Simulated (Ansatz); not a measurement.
**CH5FGeO (SMILES [CH3][GeH]([OH])[F]): HF/STO-3G**

Aim: the energy change on altering one bond length of CH5FGeO at HF/STO-3G, from 2 runs. 

The calculation is run with Ansatz 0.2.0.

129 further runs of the same task are left out: 3 that didn't finish, 126 set aside as unsound or not needed. Runs told in other sessions of the task aren't counted.

**1. The system as given**

CH5FGeO has 9 atoms, charge 0, and is taken as a singlet. As SMILES, `[CH3][GeH]([OH])[F]`. The shape is that of a PBE0-D4/def2-TZVP optimisation. This is one conformer, not always the lowest.

Bond lengths: C1–Ge2 1.923 Å, Ge2–O3 1.766 Å, Ge2–F4 1.745 Å, C1–H5 1.090 Å, C1–H6 1.091 Å, C1–H7 1.090 Å, Ge2–H8 1.538 Å, O3–H9 0.960 Å. Some angles: C1–Ge2–O3 107.0°, C1–Ge2–F4 108.4°, O3–Ge2–F4 106.8°, C1–Ge2–H8 118.4°, O3–Ge2–H8 111.2°, F4–Ge2–H8 104.4°, Ge2–C1–H5 108.9°, Ge2–C1–H6 110.1°, Ge2–C1–H7 110.2°, Ge2–O3–H9 113.6°.

**2. A single-point energy at HF/STO-3G**

molecule.yaml reads:

```yaml
crystal:
  periodic: [false, false, false]
  atoms:
    - {symbol: C, position_ang: [-0.669000, 0.976900, -0.584200]}
    - {symbol: Ge, position_ang: [0.088300, -0.643700, 0.121500]}
    - {symbol: O, position_ang: [1.270000, -0.170700, 1.345500]}
    - {symbol: F, position_ang: [0.974400, -1.438600, -1.153800]}
    - {symbol: H, position_ang: [0.138900, 1.624900, -0.924600]}
    - {symbol: H, position_ang: [-1.237900, 1.493500, 0.189700]}
    - {symbol: H, position_ang: [-1.327100, 0.751300, -1.423500]}
    - {symbol: H, position_ang: [-0.865500, -1.725100, 0.656800]}
    - {symbol: H, position_ang: [1.716500, -0.914700, 1.755500]}
basis:
  gaussian: {orbitals: STO-3G}
accuracy: high
output: {orbitals: {seedname: orbitals}}
hamiltonian: {xc: hf}
```

Launch:

```console
$ ansatz run molecule.yaml --threads 1 --pin off --max-ram 3480MiB --events-out events.jsonl --progress --plain --runs-dir runs
```

The program printed:

```text
Warning: RAYON_NUM_THREADS=1 ignored (pool sized by the plan → 1); use --threads N
Functional definition: HF
  name "HF"
  exchange = exact_x
  correlation = 0
701 factors; integrals over basis functions are off by at most 3.5e-9 eV
mean field evaluation 1: about -61603.3474 eV, gradient 2.5e1 eV
mean field evaluation 2: about -61603.4637 eV, gradient 2.5e1 eV
mean field evaluation 4: about -61606.2069 eV, gradient 1.7e0 eV
mean field evaluation 8: about -61606.2233 eV, gradient 3.3e-2 eV
mean field -61606.22333444 eV, -2263.9869493427 hartree, gradient 2.2e-8 eV, S^2 0.000000; 0 other end points of the search recorded, 0 dependent functions left out
reference -61606.22333444 eV, -2263.9869493427 hartree; 30, 30 occupied and 8, 8 virtual orbitals, 701 factors
Total energy: -61606.22333444 eV, -2263.9869493427 hartree
```

It took 0.83 s on 1 thread of Arm Neoverse N1, shared host.

**3. The distorted shape**

run.yaml reads:

```yaml
crystal:
  periodic: [false, false, false]
  atoms:
    - {symbol: C, position_ang: [-1.377892, 1.612831, 0.436057]}
    - {symbol: Ge, position_ang: [-0.620592, -0.007769, 1.141757]}
    - {symbol: O, position_ang: [0.561108, 0.465231, 2.365757]}
    - {symbol: F, position_ang: [0.974400, -1.438600, -1.153800]}
    - {symbol: H, position_ang: [-0.569992, 2.260831, 0.095657]}
    - {symbol: H, position_ang: [-1.946792, 2.129431, 1.209957]}
    - {symbol: H, position_ang: [-2.035992, 1.387231, -0.403243]}
    - {symbol: H, position_ang: [-1.574392, -1.089169, 1.677057]}
    - {symbol: H, position_ang: [1.007608, -0.278769, 2.775757]}
basis:
  gaussian: {orbitals: STO-3G}
total_charge: 0
hamiltonian: {xc: hf}
accuracy: high
output: {orbitals: {seedname: orbitals}}
```

Launch:

```console
$ ansatz run run.yaml --threads 1 --pin off --max-ram 3480MiB --events-out events.jsonl --progress --plain --runs-dir runs
```

The program printed:

```text
Warning: RAYON_NUM_THREADS=1 ignored (pool sized by the plan → 1); use --threads N
[... 4 set-up lines as earlier in the session ...]
647 factors; integrals over basis functions are off by at most 5.4e-9 eV
mean field evaluation 1: about -61591.6859 eV, gradient 2.1e1 eV
mean field evaluation 2: about -61591.7720 eV, gradient 2.1e1 eV
mean field evaluation 4: about -61596.4478 eV, gradient 1.2e1 eV
mean field evaluation 8: about -61598.0189 eV, gradient 2.9e-1 eV
mean field evaluation 16: about -61598.0144 eV, gradient 2.2e-8 eV
mean field -61598.01442685 eV, -2263.6852775531 hartree, gradient 2.2e-8 eV, S^2 0.000000; 0 other end points of the search recorded, 0 dependent functions left out
reference -61598.01442685 eV, -2263.6852775531 hartree; 30, 30 occupied and 8, 8 virtual orbitals, 647 factors
Total energy: -61598.01442685 eV, -2263.6852775531 hartree
```

It took 0.81 s on 1 thread of Arm Neoverse N1, shared host.

**4. What came out**

Level: HF/STO-3G.

| quantity | value |
| --- | --- |
| first shape: total energy | -2263.98695 Eh |
| first shape: HOMO energy | -9.36 eV |
| first shape: LUMO energy | 11.73 eV |
| first shape: HOMO–LUMO gap | 21.09 eV |
| distorted shape: total energy | -2263.68528 Eh |
| distorted shape: HOMO energy | -4.13 eV |
| distorted shape: LUMO energy | 2.83 eV |
| distorted shape: HOMO–LUMO gap | 6.96 eV |
| energy change with the Ge2–F4 bond stretched from 1.745 to 3.140 Å | 8.209 eV |

One bond (distorted shape) is far stretched, which a spin-restricted single reference describes badly; a broken-symmetry solution may lie lower. With the Ge2–F4 bond stretched from 1.745 to 3.140 Å the energy rises by 8.21 eV (189 kcal/mol). The first shape isn't relaxed at this level, so the change isn't measured from a minimum. A restricted reference can't describe the breaking bond well at this length. The minimal basis adds a large error of its own.
